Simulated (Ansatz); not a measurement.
# BH7O4Si: small, medium and large basis sets

One table from this session's results is given with a row withheld; the runs are named, their logs left out.

The runs use Ansatz 0.2.0, Gaussian basis; one geometry, several basis sets.

The runs, in order: PBE0-D4/def2-SVP; ωB97M-V/def2-SVP; PBE0-D4/def2-QZVPP; ωB97M-V/def2-QZVPP; the functionals' def2-TZVPP values are taken from earlier runs.

## The geometry

All runs share one geometry, relaxed beforehand with PBE0-D4 in a triple-zeta def2 set.

13 atoms, charge 0, spin multiplicity 1.

Atoms are counted from 1 here; the program's logs count them from 0.

Bond lengths: O1–B2 1.363 Å, O1–H7 0.957 Å, B2–O3 1.390 Å, B2–O4 1.352 Å, O3–H8 0.958 Å, O4–H9 0.962 Å, O5–Si6 1.635 Å, O5–H10 0.970 Å, Si6–H11 1.499 Å, Si6–H12 1.488 Å, Si6–H13 1.481 Å. Angles: B2–O1–H7 116.3°, O1–B2–O3 123.8°, O1–B2–O4 117.1°, O3–B2–O4 119.0°, B2–O3–H8 115.8°, B2–O4–H9 114.7°, Si6–O5–H10 116.7°, O5–Si6–H11 110.7°, O5–Si6–H12 113.1°, O5–Si6–H13 107.8°, H11–Si6–H12 106.7°, H11–Si6–H13 108.7°, H12–Si6–H13 109.8°.

Set-up of the first run:

in.yaml

```yaml
crystal:
  periodic: [false, false, false]
  atoms:
    - {symbol: O, position_ang: [-2.959766, 1.177613, 0.498483]}
    - {symbol: B, position_ang: [-1.712994, 0.641009, 0.379281]}
    - {symbol: O, position_ang: [-0.889695, 0.833313, -0.723704]}
    - {symbol: O, position_ang: [-1.267855, -0.117061, 1.406287]}
    - {symbol: O, position_ang: [1.205257, -0.956256, -1.238129]}
    - {symbol: Si, position_ang: [2.267280, -0.968892, 0.005512]}
    - {symbol: H, position_ang: [-3.272476, 1.691573, -0.245394]}
    - {symbol: H, position_ang: [-1.241708, 1.397888, -1.413081]}
    - {symbol: H, position_ang: [-0.375167, -0.458008, 1.296552]}
    - {symbol: H, position_ang: [0.484019, -0.310294, -1.187933]}
    - {symbol: H, position_ang: [1.545641, -0.955262, 1.319817]}
    - {symbol: H, position_ang: [3.179733, 0.206815, 0.005504]}
    - {symbol: H, position_ang: [3.058131, -2.217242, -0.088296]}
basis:
  gaussian: {orbitals: def2-SVP}
hamiltonian: {xc: pbe0, dispersion: d4}
output: {orbitals: {seedname: orbitals}}
```

On the command line:

```sh
ansatz run in.yaml --threads 4 --pin off --events-out ev --progress --plain --max-ram 11315MiB
```

Among the steps run: PBE0-D4 in def2-SVP; ωB97M-V in def2-SVP; PBE0-D4 in def2-QZVPP; ωB97M-V in def2-QZVPP.

One table of the session follows, with a row left open; its other results are not shown here.

It belongs to the step «Functionals by basis». 

```
functional       basis  HOMO (eV)  LUMO (eV)
   PBE0-D4    def2-SVP      -8.39       0.31
   PBE0-D4  def2-TZVPP      -8.60      -0.32
   PBE0-D4  def2-QZVPP      -8.63      -0.54
   ωB97M-V    def2-SVP          ?          ?
   ωB97M-V  def2-TZVPP     -10.95       1.12
   ωB97M-V  def2-QZVPP     -10.98       0.70
```

Q: Estimate the row for ωB97M-V, def2-SVP from the others.

As computed: HOMO (eV): -10.70; LUMO (eV): 2.01. In the column «HOMO (eV)» it lies between ωB97M-V, def2-TZVPP (-10.95) and PBE0-D4, def2-QZVPP (-8.63).
